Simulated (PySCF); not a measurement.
# C6H7B: the cost of one run

The runs use PySCF 2.14.0; levels as typed in each script, gas phase, geometry from GFN2-xTB.

1 further run of the same task is left out (it didn't finish).

### Step 1. Where the work starts

SMILES `B1C=CC=CC=C1`, 14 atoms, charge 0, spin multiplicity 1.

Bond lengths: B1–C2 1.525 Å, B1–C7 1.525 Å, B1–H8 1.177 Å, C2–C3 1.363 Å, C2–H9 1.087 Å, C3–C4 1.413 Å, C3–H10 1.087 Å, C4–C5 1.366 Å, C4–H11 1.085 Å, C5–C6 1.413 Å, C5–H12 1.085 Å, C6–C7 1.363 Å, C6–H13 1.087 Å, C7–H14 1.087 Å. Angles: C2–B1–C7 123.3°, C2–B1–H8 118.3°, C7–B1–H8 118.3°, B1–C2–C3 129.2°, B1–C2–H9 116.9°, C3–C2–H9 113.9°, C2–C3–C4 128.7°, C2–C3–H10 117.8°, C4–C3–H10 113.5°, C3–C4–C5 130.4°, C3–C4–H11 114.3°, C5–C4–H11 115.3°, C4–C5–C6 130.4°, C4–C5–H12 115.3°, C6–C5–H12 114.3°, C5–C6–C7 128.7°, C5–C6–H13 113.5°, C7–C6–H13 117.8° and more.

Coordinates:

| atom | x (Å) | y (Å) | z (Å) |
| --- | --- | --- | --- |
| B1 | 0.0005 | -1.7320 | 0.0000 |
| C2 | -1.3420 | -1.0082 | 0.0000 |
| C3 | -1.5990 | 0.3304 | 0.0000 |
| C4 | -0.6831 | 1.4065 | 0.0000 |
| C5 | 0.6825 | 1.4068 | 0.0000 |
| C6 | 1.5988 | 0.3311 | 0.0000 |
| C7 | 1.3424 | -1.0076 | 0.0000 |
| H8 | 0.0008 | -2.9086 | 0.0000 |
| H9 | -2.2351 | -1.6279 | 0.0000 |
| H10 | -2.6395 | 0.6463 | 0.0000 |
| H11 | -1.1470 | 2.3875 | 0.0000 |
| H12 | 1.1459 | 2.3880 | 0.0000 |
| H13 | 2.6392 | 0.6474 | 0.0000 |
| H14 | 2.2358 | -1.6269 | 0.0000 |

### Step 2. The π active space (def2-svp)

The input, input.py:

```python
import numpy as np
from pyscf import gto, scf, dft, mcscf, mrpt
from pyscf.mcscf import avas

def solve(mol, dm0=None, hcore=None):
    mf = scf.ROHF(mol) if mol.spin else scf.RHF(mol)
    mf = mf.density_fit(auxbasis='def2-universal-jkfit')
    mf.conv_tol, mf.max_cycle = 1e-8, 80
    if hcore is not None:
        mf.get_hcore = lambda *args: hcore
    mf.kernel(dm0)
    if not mf.converged:
        mf = mf.newton().run(mf.mo_coeff, mf.mo_occ, max_cycle=30)
    assert mf.converged, 'SCF not converged'
    return mf

mol = gto.M(atom='''
B      0.00047    -1.73203     0.00000
C     -1.34203    -1.00822     0.00000
C     -1.59901     0.33040     0.00000
C     -0.68312     1.40654     0.00000
C      0.68246     1.40685     0.00000
C      1.59884     0.33111     0.00000
C      1.34245    -1.00762     0.00000
H      0.00081    -2.90858     0.00000
H     -2.23511    -1.62792     0.00000
H     -2.63954     0.64627     0.00000
H     -1.14698     2.38753     0.00000
H      1.14589     2.38805     0.00000
H      2.63923     0.64745     0.00000
H      2.23581    -1.62693     0.00000
''', basis='def2-svp', charge=0, spin=0, verbose=4)
mf = solve(mol)
ncas, nel, orbs = avas.avas(mf, ['B 2pz', 'C 2pz'], threshold=0.5, openshell_option=3)
print('active space', nel, ncas)
assert 2 <= ncas <= 10, 'active space too large or empty'
mc = mcscf.CASSCF(mf, ncas, nel)
mc.natorb, mc.max_cycle_macro = True, 60
mc.fix_spin_(ss=mol.spin / 2 * (mol.spin / 2 + 1))
mc.kernel(orbs)
occ = mc.mo_occ[mc.ncore:mc.ncore + ncas]
print('natural occupations', occ.round(4))
e2 = mrpt.NEVPT(mc).kernel()
out = dict(c=mc.mo_coeff[:, mc.ncore:mc.ncore + ncas], occ=occ, e=mc.e_tot, e2=e2, ehf=mf.e_tot, ok=mc.converged, nel=nel, w0=abs(mc.ci).max() ** 2, dm=mc.make_rdm1())
# the other spin state at the same geometry
other = mol.copy().set(spin=2).build()
mo = scf.ROHF(other).density_fit(auxbasis='def2-universal-jkfit').run()
na = (nel + other.spin) // 2
m2 = mcscf.CASSCF(mo, ncas, (na, nel - na))
m2.natorb = True
m2.fix_spin_(ss=other.spin / 2 * (other.spin / 2 + 1))
m2.kernel(mc.mo_coeff)
e2o = mrpt.NEVPT(m2).kernel()
print('other state above this one / eV: CASSCF', (m2.e_tot - mc.e_tot) * 27.211386, 'NEVPT2', (m2.e_tot + e2o - mc.e_tot - e2) * 27.211386)
np.savez('result.npz', eo=m2.e_tot, e2o=e2o, oko=m2.converged, occo=m2.mo_occ[mc.ncore:mc.ncore + ncas], co=m2.mo_coeff[:, mc.ncore:mc.ncore + ncas], **out)
```

Launch:

```bash
$ OMP_NUM_THREADS=1 python input.py
```

**Question.** How long does this run take on 1 thread of Intel Xeon Platinum 8259CL at 2.50GHz (Skylake/Cascade Lake), shared host, and how much memory does it need?

About 75 s, with a peak of 0.4 GiB.
